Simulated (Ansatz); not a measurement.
**In13P13 wurtzite off sphere (In13P13H32): structure and electronic state**

Aim: characterise In13P13 wurtzite off sphere (In13P13H32) as a singlet: its structure, frontier levels and distribution of charge.

The runs use Ansatz 0.2.0, Gaussian basis; RKS PBE0-D4/def2-TZVP.

Plan: relaxation at PBE-D4/def2-SVP; a single point at PBE0-D4/def2-TZVP.

2 further runs of the same task are left out: 1 for a known fault of the program, 1 set aside as unsound or not needed. Runs told in other sessions of the task aren't counted.

## Step 1: Starting geometry

58 atoms, charge 0, spin multiplicity 1.

Atoms are counted from 1 here; the program's logs count them from 0.

Bond lengths: In1–P2 2.625 Å, In1–P6 2.644 Å, In1–H27 1.706 Å, In1–H28 1.705 Å, P2–In8 2.653 Å, P2–H29 1.391 Å, P2–H30 1.391 Å, In3–P4 2.685 Å, In3–P7 2.571 Å, In3–H31 1.717 Å, In3–H32 1.704 Å, P4–In9 2.615 Å, P4–H33 1.391 Å, P4–H34 1.397 Å, In5–P6 2.588 Å, In5–P7 2.571 Å, In5–P16 2.672 Å, In5–H35 1.738 Å and more. Angles: P2–In1–P6 92.1°, P2–In1–H27 109.0°, P2–In1–H28 109.1°, P6–In1–H27 106.2°, P6–In1–H28 106.2°, H27–In1–H28 128.1°, In1–P2–In8 121.6°, In1–P2–H29 111.7°, In1–P2–H30 111.7°, In8–P2–H29 106.5°, In8–P2–H30 106.5°, H29–P2–H30 95.7°, P4–In3–P7 90.5°, P4–In3–H31 115.1°, P4–In3–H32 103.8°, P7–In3–H31 106.0°, P7–In3–H32 109.1°, H31–In3–H32 126.5° and more.

In takes a core potential in the def2 sets. No spin-orbit coupling is included.

The start is a GFN2-xTB geometry.

## Step 2: Relaxation at PBE-D4/def2-SVP

in.yaml

```yaml
crystal:
  periodic: [false, false, false]
  atoms:
    - {symbol: In, position_ang: [-4.200180, -2.435200, -2.934770]}
    - {symbol: P, position_ang: [-3.589200, -2.074700, -0.407840]}
    - {symbol: In, position_ang: [-0.134180, -4.650920, -0.442910]}
    - {symbol: P, position_ang: [0.080990, -4.534960, 2.230520]}
    - {symbol: In, position_ang: [0.205950, -2.347720, -3.166740]}
    - {symbol: P, position_ang: [-2.024450, -1.169440, -3.744270]}
    - {symbol: P, position_ang: [0.573470, -2.186500, -0.627130]}
    - {symbol: In, position_ang: [-1.381610, -0.796260, 0.319060]}
    - {symbol: In, position_ang: [0.433340, -2.446550, 3.763540]}
    - {symbol: P, position_ang: [-1.470230, -0.846310, 2.964090]}
    - {symbol: In, position_ang: [-1.930630, 1.351720, -3.168790]}
    - {symbol: P, position_ang: [-1.608830, 1.590210, -0.630340]}
    - {symbol: In, position_ang: [-4.097590, 2.207440, -0.447770]}
    - {symbol: In, position_ang: [-1.908380, 1.601200, 3.761190]}
    - {symbol: P, position_ang: [-3.889890, 2.340390, 2.224760]}
    - {symbol: P, position_ang: [2.311210, -0.865870, -3.882280]}
    - {symbol: In, position_ang: [2.710740, -0.962110, 0.200920]}
    - {symbol: P, position_ang: [2.365740, -0.963790, 2.817660]}
    - {symbol: In, position_ang: [2.811460, 1.623740, -3.097620]}
    - {symbol: P, position_ang: [0.404510, 2.432950, -3.885360]}
    - {symbol: P, position_ang: [2.604480, 1.504530, -0.557040]}
    - {symbol: In, position_ang: [0.518960, 2.830070, 0.198590]}
    - {symbol: In, position_ang: [2.431830, 1.408080, 3.904550]}
    - {symbol: P, position_ang: [0.343320, 2.533700, 2.815990]}
    - {symbol: In, position_ang: [4.759500, 2.753250, 0.032690]}
    - {symbol: P, position_ang: [4.438020, 2.564430, 2.660200]}
    - {symbol: H, position_ang: [-3.971330, -4.077790, -3.333560]}
    - {symbol: H, position_ang: [-5.514970, -1.428240, -3.338450]}
    - {symbol: H, position_ang: [-3.601990, -3.272290, 0.299610]}
    - {symbol: H, position_ang: [-4.635790, -1.486760, 0.295040]}
    - {symbol: H, position_ang: [-1.742210, -4.727300, -1.040270]}
    - {symbol: H, position_ang: [1.170620, -5.641370, -0.912390]}
    - {symbol: H, position_ang: [-0.131090, -5.623480, 3.069960]}
    - {symbol: H, position_ang: [1.452900, -4.776760, 2.131120]}
    - {symbol: H, position_ang: [0.341900, -4.007740, -3.663650]}
    - {symbol: H, position_ang: [-1.971240, -1.141150, -5.135430]}
    - {symbol: H, position_ang: [0.544420, -2.715940, 5.469460]}
    - {symbol: H, position_ang: [-2.666660, -1.538900, 3.161610]}
    - {symbol: H, position_ang: [-3.300090, 2.298540, -3.667850]}
    - {symbol: H, position_ang: [-4.966440, 0.851640, -1.045320]}
    - {symbol: H, position_ang: [-4.305290, 3.832530, -0.920210]}
    - {symbol: H, position_ang: [-2.085560, 1.834860, 5.466520]}
    - {symbol: H, position_ang: [-4.937430, 2.708950, 3.062280]}
    - {symbol: H, position_ang: [-3.408500, 3.646980, 2.119690]}
    - {symbol: H, position_ang: [2.893340, -1.215580, -5.098740]}
    - {symbol: H, position_ang: [3.234600, -1.576090, -3.109740]}
    - {symbol: H, position_ang: [4.156240, -1.738880, -0.370000]}
    - {symbol: H, position_ang: [3.543510, -1.546390, 3.294090]}
    - {symbol: H, position_ang: [4.223050, 2.439210, -3.705890]}
    - {symbol: H, position_ang: [0.394590, 3.110470, -5.102700]}
    - {symbol: H, position_ang: [0.251570, 3.588780, -3.113900]}
    - {symbol: H, position_ang: [0.569450, 4.470300, -0.373340]}
    - {symbol: H, position_ang: [2.507900, 1.453630, 5.634290]}
    - {symbol: H, position_ang: [0.428410, 3.845780, 3.291690]}
    - {symbol: H, position_ang: [6.074280, 1.760750, -0.397570]}
    - {symbol: H, position_ang: [4.554850, 4.386220, -0.398620]}
    - {symbol: H, position_ang: [5.569420, 2.022580, 3.255810]}
    - {symbol: H, position_ang: [4.569180, 3.802100, 3.275550]}
basis:
  gaussian: {orbitals: def2-SVP, fitting: {mean_field: def2-universal-jkfit}}
hamiltonian: {xc: pbe, dispersion: d4}
scf: {lower_state_search: "off"}
output: {orbitals: {seedname: orbitals}}
relax: {f_tol: 0.03, max_steps: 70}
```

On the command line:

```sh
$ ansatz run in.yaml --threads 11 --pin off --events-out ev --progress --plain --max-ram 174080MiB --backend cuda --devices 0, --max-vram 75GiB
```

Further steps of the session: Single point, PBE0-D4/def2-TZVP.

Before running them: what should the planned runs give, taken together? Wanted: point group; commonest bond, hydrogen aside; HOMO, LUMO at PBE0-D4/def2-TZVP; dipole at PBE-D4/def2-SVP.

As calculated:

| quantity | value |
| --- | --- |
| point group | C1 |
| commonest bond, hydrogen aside | In–P, 36 of mean length 2.602 Å |
| HOMO, LUMO at PBE0-D4/def2-TZVP | -6.60, -1.67 eV |
| dipole at PBE-D4/def2-SVP | 1.80 D |

In words: The molecule keeps its bonding pattern by the stored test; the atoms moved 0.40 Å (rms), and the angle In13–P15–H44 went from 90° to 110°. No usable vibrations, so a minimum isn't proven. Whether this spin is the lowest isn't tested here. The point group is read from a loosely relaxed geometry; soft torsions can leave it below the true symmetry.
